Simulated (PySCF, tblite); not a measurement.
# C₂₀H₁₁F₅O₄S: electronic excitations, NMR shifts, part 2 of 2

tblite 0.8.0 and PySCF 2.14.0. Atoms count from 0. Earlier steps stand in the parts before.

## 4. NMR shifts: GIAO KT3/pcSseg-1

The job: settings as JSON, then the geometry in Å.

```
{"job": {"kind": "nmr", "xc": "KT3", "basis": "pcSseg-1", "pop": false}, "charge": 0, "multiplicity": 1}
O      0.826767    -0.791769     0.549748
C     -0.198030    -0.142861     0.610826
C     -1.486097    -0.732482     1.006397
C     -1.548594    -2.124862     1.115530
C     -2.724464    -2.751560     1.476712
C     -3.856807    -1.995369     1.736058
C     -3.804007    -0.613092     1.639292
C     -2.630360     0.019727     1.276312
C     -0.178969     1.331604     0.215722
O      1.152641     1.717951    -0.096464
S      2.226945     1.605442     1.067349
O      3.152685     2.671367     0.909413
O      1.541340     1.447576     2.304357
C      3.177209     0.111587     0.660563
C      3.665855    -0.708816     1.660995
F      3.437754    -0.428282     2.938126
C      4.416038    -1.843491     1.349998
F      4.877261    -2.634255     2.318651
C      4.683052    -2.148335     0.018710
F      5.387931    -3.235098    -0.290306
C      4.217075    -1.309806    -0.991434
F      4.480820    -1.596918    -2.266853
C      3.475307    -0.178828    -0.658909
F      3.038657     0.609884    -1.636449
C     -1.036467     1.565714    -1.005095
C     -2.014952     2.550228    -1.016308
C     -2.799150     2.735319    -2.141781
C     -2.602294     1.947328    -3.262937
C     -1.612215     0.979102    -3.262625
C     -0.830971     0.787259    -2.137169
H     -0.656625    -2.695780     0.906194
H     -2.762040    -3.827630     1.557175
H     -4.778463    -2.481292     2.019669
H     -4.684518    -0.025649     1.852031
H     -2.607694     1.094464     1.214357
H     -0.515433     1.929955     1.070934
H     -2.161363     3.177239    -0.148546
H     -3.562149     3.499347    -2.143996
H     -3.214482     2.094661    -4.139663
H     -1.448821     0.371953    -4.140183
H     -0.052445     0.039962    -2.133487
```

Level: GIAO KT3/pcSseg-1 NMR shielding, non-relativistic, gas phase.

Output:

```text
start: PBE on a coarse grid of 37610 points
cycle   1  E = -1963.9168574955  dE =  6.186e+00  |g| = 1.852e+00  |ddm| = 7.366e+00
cycle   2  E = -1960.6010059023  dE =  3.316e+00  |g| = 4.458e+00  |ddm| = 7.435e+00
cycle   3  E = -1964.3967768082  dE = -3.796e+00  |g| = 8.039e-01  |ddm| = 6.249e+00
cycle   4  E = -1964.5148661833  dE = -1.181e-01  |g| = 3.664e-01  |ddm| = 1.253e+00
cycle   5  E = -1964.5328388428  dE = -1.797e-02  |g| = 2.020e-01  |ddm| = 6.044e-01
cycle   6  E = -1964.5410545908  dE = -8.216e-03  |g| = 7.312e-02  |ddm| = 2.798e-01
cycle   7  E = -1964.5420539081  dE = -9.993e-04  |g| = 2.443e-02  |ddm| = 8.561e-02
cycle   8  E = -1964.5421653860  dE = -1.115e-04  |g| = 9.428e-03  |ddm| = 3.599e-02
final grid: 354308 points
cycle   9  E = -1992.0195352726  dE = -5.059e-02  |g| = 4.664e-01  |ddm| = 1.223e+00
cycle  10  E = -1991.8878835100  dE =  1.317e-01  |g| = 9.811e-01  |ddm| = 1.457e+00
cycle  11  E = -1992.0473164796  dE = -1.594e-01  |g| = 1.357e-01  |ddm| = 1.114e+00
cycle  12  E = -1992.0500417353  dE = -2.725e-03  |g| = 7.446e-02  |ddm| = 2.030e-01
cycle  13  E = -1992.0510953371  dE = -1.054e-03  |g| = 1.380e-02  |ddm| = 9.269e-02
cycle  14  E = -1992.0511318488  dE = -3.651e-05  |g| = 6.514e-03  |ddm| = 2.335e-02
cycle  15  E = -1992.0511389143  dE = -7.066e-06  |g| = 1.501e-03  |ddm| = 8.247e-03
cycle  16  E = -1992.0511438912  dE = -4.977e-06  |g| = 7.675e-04  |ddm| = 2.186e-03
cycle  17  E = -1992.0511431222  dE =  7.690e-07  |g| = 2.023e-04  |ddm| = 1.013e-03
cycle  18  E = -1992.0511417873  dE =  1.335e-06  |g| = 7.591e-05  |ddm| = 3.139e-04
converged SCF energy = -1992.0511417873

GIAO shielding tensors (ppm)
atom      isotropic    diamagn.    paramagn.     s11        s22        s33       span
  0 O     -218.570     417.445    -636.015   -680.226   -300.222    324.737   1004.963
  1 C       -1.961     260.336    -262.297    -76.192    -17.772     88.080    164.272
  2 C       59.746     267.359    -207.613    -20.078     36.006    163.309    183.387
  3 C       60.036     249.030    -188.994    -38.167     38.236    180.037    218.204
  4 C       61.848     254.479    -192.631    -37.873     50.559    172.857    210.730
  5 C       56.816     253.229    -196.413    -43.176     41.304    172.320    215.496
  6 C       63.447     252.782    -189.335    -35.852     52.245    173.949    209.801
  7 C       59.453     253.968    -194.515    -28.820     34.187    172.992    201.811
  8 C       97.700     259.738    -162.037     78.133     94.177    120.791     42.657
  9 O      110.106     410.623    -300.517    -11.227     72.000    269.544    280.771
 10 S      248.382    1056.887    -808.504     79.163    213.754    452.229    373.066
 11 O       67.433     393.210    -325.777     28.185     57.070    117.045     88.860
 12 O       96.099     409.344    -313.245     66.807    108.255    113.234     46.427
 13 C       61.106     282.697    -221.591     20.939     35.001    127.377    106.438
 14 C       43.883     239.422    -195.540      9.623     26.354     95.670     86.048
 15 F      309.940     475.819    -165.879    241.154    247.609    441.056    199.901
 16 C       45.874     263.305    -217.431     19.823     22.277     95.523     75.700
 17 F      331.512     470.366    -138.855    272.155    281.920    440.459    168.304
 18 C       41.424     264.690    -223.266     13.342     15.826     95.105     81.763
 19 F      324.040     469.690    -145.650    257.826    265.114    449.179    191.352
 20 C       45.609     259.421    -213.812     17.937     23.732     95.158     77.220
 21 F      331.356     472.922    -141.566    272.053    281.935    440.080    168.027
 22 C       42.464     237.916    -195.452      4.650     26.720     96.022     91.373
 23 F      304.344     478.568    -174.224    241.782    248.724    422.525    180.744
 24 C       56.334     264.498    -208.163    -34.639     36.405    167.237    201.877
 25 C       60.364     249.865    -189.501    -32.714     53.356    160.451    193.164
 26 C       61.323     252.973    -191.650    -38.255     49.992    172.232    210.487
 27 C       60.907     252.669    -191.762    -38.473     47.003    174.190    212.663
 28 C       61.493     253.645    -192.152    -38.511     49.341    173.650    212.162
 29 C       60.443     253.658    -193.216    -37.967     44.787    174.509    212.476
 30 H       23.753      38.876     -15.123     18.634     23.390     29.234     10.600
 31 H       24.389      31.051      -6.662     20.597     24.963     27.608      7.011
 32 H       24.428      28.339      -3.911     21.071     25.493     26.719      5.648
 33 H       24.652      30.676      -6.024     20.895     24.650     28.409      7.514
 34 H       24.128      39.288     -15.160     18.678     23.357     30.349     11.671
 35 H       24.871      41.834     -16.963     20.649     23.439     30.526      9.877
 36 H       24.150      35.606     -11.456     21.274     22.185     28.991      7.717
 37 H       24.248      28.810      -4.561     20.899     24.682     27.165      6.266
 38 H       24.416      28.429      -4.013     21.014     25.834     26.400      5.386
 39 H       24.461      32.658      -8.198     20.615     24.707     28.059      7.444
 40 H       24.512      39.522     -15.010     19.843     23.558     30.134     10.291
```

It took 46 s on 2 threads of Arm Neoverse V1, shared host; peak memory 1.2 GiB.

The references, computed at this level on geometries of the same kind, shield at (ppm): $^{1}$H TMS 31.76, $^{13}$C TMS 184.7, $^{19}$F CFCl3 142.4, $^{17}$O H2O 330.8. Their shielding less the atom's gives the shift. The references are single molecules in the gas phase, so shifts against H2O, NH3, PH3, H3PO4 or CFCl3 are not on the usual liquid scales and can be off by tens of ppm. Atoms listed in one row are averaged.

```
   atoms                                         environment  σ (ppm)  δ (ppm)
      C1                              ketone carbonyl carbon     -2.0    186.7
     C18                    aromatic carbon bearing fluorine     41.4    143.3
C14, C22                    aromatic carbon bearing fluorine     43.2    141.5
C16, C20                    aromatic carbon bearing fluorine     45.7    139.0
     C24                         substituted aromatic carbon     56.3    128.4
      C5                                         aromatic CH     56.8    127.9
  C3, C7                                         aromatic CH     59.7    125.0
      C2                         substituted aromatic carbon     59.7    125.0
C25, C29                                         aromatic CH     60.4    124.3
     C27                                         aromatic CH     60.9    123.8
     C13                      aromatic carbon bearing sulfur     61.1    123.6
C26, C28                                         aromatic CH     61.4    123.3
  C4, C6                                         aromatic CH     62.6    122.1
      C8                 sp3 CH bonded to O, α to a carbonyl     97.7     87.0
H30, H34                          hydrogen on an aromatic CH    23.94     7.82
H36, H40                          hydrogen on an aromatic CH    24.33     7.43
H37, H39                          hydrogen on an aromatic CH    24.35     7.41
     H38                          hydrogen on an aromatic CH    24.42     7.34
     H32                          hydrogen on an aromatic CH    24.43     7.33
H31, H33                          hydrogen on an aromatic CH    24.52     7.24
     H35  hydrogen on an sp3 CH bonded to O, α to a carbonyl    24.87     6.89
      O0                                       ketone oxygen   -218.6    549.4
     O11                                          S=O oxygen     67.4    263.4
     O12                                          S=O oxygen     96.1    234.7
      O9                               oxygen bonded to C, S    110.1    220.7
     S10                                     sulfonyl sulfur      248        –
F15, F23                                       aryl fluorine    307.1   -164.8
     F19                                       aryl fluorine    324.0   -181.7
F17, F21                                       aryl fluorine    331.4   -189.1
```

Ring of atoms C2, C3, C4, C5, C6, C7: NICS(0) -8.4, NICS(1) -11.0, NICS(1)zz -25.8 ppm (means of both faces).

Ring of atoms C13, C14, C16, C18, C20, C22: NICS(0) -16.1, NICS(1) -10.7, NICS(1)zz -21.7 ppm (means of both faces).

Ring of atoms C24, C25, C26, C27, C28, C29: NICS(0) -8.7, NICS(1) -11.0, NICS(1)zz -27.6 ppm (means of both faces).

## 5. Results

This closing draws on all 2 parts.

```
                                                                     quantity                                                                                                value
                                          lowest singlet (CAM-B3LYP/def2-SVP)                                                                          4.11 eV (302 nm), f = 0.003
                                     brightest single state of those computed                                                                          state 5, 5.57 eV, f = 0.146
                                                               lowest triplet                                                                                              3.58 eV
  $^{13}$C shifts against TMS (KT3/pcSseg-1, means over atoms taken as alike)  186.7, 143.3, 141.5, 139.0, 128.4, 127.9, 125.0, 125.0, 124.3, 123.8, 123.6, 123.3, 122.1, 87.0 ppm
   $^{1}$H shifts against TMS (KT3/pcSseg-1, means over atoms taken as alike)                                                         7.82, 7.43, 7.41, 7.34, 7.33, 7.24, 6.89 ppm
                                   $^{17}$O shifts against H2O (KT3/pcSseg-1)                                                                       549.4, 263.4, 234.7, 220.7 ppm
$^{19}$F shifts against CFCl3 (KT3/pcSseg-1, means over atoms taken as alike)                                                                           -164.8, -181.7, -189.1 ppm
                                               shieldings of S (KT3/pcSseg-1)                                                                                        S10 248.4 ppm
```

In words: The first singlet state (HOMO−6→LUMO 0.35, HOMO→LUMO 0.26) lies at 4.11 eV and is weak; of the 6 states computed, the strongest absorption comes from state 5 at 5.57 eV. The lowest triplet lies 0.53 eV below the lowest singlet. C1 (ketone carbonyl carbon) lies farthest downfield among carbon, at 186.7 ppm; the double bond to the heteroatom, with no lone-pair donor beside it, deshields it most. At KT3/pcSseg-1: The widest tensor belongs to O0: span 1005 ppm, with a paramagnetic part of -636 ppm. NICS(1)zz of -26 ppm above the planar ring from C2 marks a diatropic (aromatic) ring current. NICS(1)zz of -22 ppm above the planar ring from C13 marks a diatropic (aromatic) ring current. NICS(1)zz of -28 ppm above the planar ring from C24 marks a diatropic (aromatic) ring current.
